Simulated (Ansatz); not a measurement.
# ClF2H5OW: the cost of one run

All numbers below are computed with Ansatz 0.2.0 (RKS PBE-D4/def2-SVP).

## (1) The structure to begin with

Bond lengths: W1–H2 2.070 Å, W1–H3 1.720 Å, W1–H4 1.720 Å, W1–O5 1.940 Å, O5–H6 1.010 Å, W1–F7 1.850 Å, W1–F8 1.850 Å, W1–Cl9 2.690 Å. Angles (14 of 22 angles, heavy atoms first): O5–W1–F7 90.0°, O5–W1–F8 90.0°, O5–W1–Cl9 130.9°, F7–W1–F8 90.0°, F7–W1–Cl9 46.6°, F8–W1–Cl9 108.4°, H2–W1–O5 90.0°, H2–W1–F7 90.0°, H2–W1–F8 180.0°, H2–W1–Cl9 71.6°, H3–W1–O5 180.0°, H3–W1–F7 90.0°, H3–W1–F8 90.0°, H3–W1–Cl9 49.1°.

As a file:

```xyz
10

W     0.0000    0.0000    0.0000
H     0.0000    0.0000    2.0700
H     1.7200    0.0000    0.0000
H     0.0000    1.7200    0.0000
O    -1.9400    0.0000    0.0000
H    -2.2771   -0.1263    0.9437
F     0.0000   -1.8500    0.0000
F     0.0000    0.0000   -1.8500
Cl    1.7619   -1.8472    0.8482
H     0.7109   -0.7453    2.0759
```

## (2) A restrained relaxation towards end A

Springs on the bonds that form and break draw the guess towards this end; the thresholds are loose.

input.yaml

```yaml
crystal:
  periodic: [false, false, false]
  atoms:
    - { symbol: W, position_ang: [0.0, 0.0, 0.0] }
    - { symbol: H, position_ang: [0.0, 0.0, 2.07] }
    - { symbol: H, position_ang: [1.72, 0.0, 0.0] }
    - { symbol: H, position_ang: [0.0, 1.72, 0.0] }
    - { symbol: O, position_ang: [-1.94, 0.0, 0.0] }
    - { symbol: H, position_ang: [-2.2771, -0.1263, 0.9437] }
    - { symbol: F, position_ang: [0.0, -1.85, 0.0] }
    - { symbol: F, position_ang: [0.0, 0.0, -1.85] }
    - { symbol: Cl, position_ang: [1.7619, -1.8472, 0.8482] }
    - { symbol: H, position_ang: [0.7109, -0.7453, 2.0759] }
basis:
  gaussian: { orbitals: def2-SVP }
hamiltonian:
  xc: pbe
  dispersion: d4
relax:
  f_tol: 0.15
  max_steps: 25
  restrain:
    - { distance: [0, 8], at: 3.59, k: 30.0 }
    - { distance: [9, 1], at: 1.86, k: 30.0 }
    - { distance: [0, 1], at: 1.72, k: 30.0 }
    - { distance: [9, 8], at: 1.37, k: 30.0 }
output:
  orbitals: {}
```

Run with:

```console
$ ansatz run input.yaml --threads 4 --pin off --max-ram 5120MiB --backend cpu --events-out ev --progress --plain --runs-dir out
```

Q: Estimate wall time and peak memory on 4 threads of Arm Neoverse V2, shared host.

About 26 s, with a peak of 0.18 GiB.
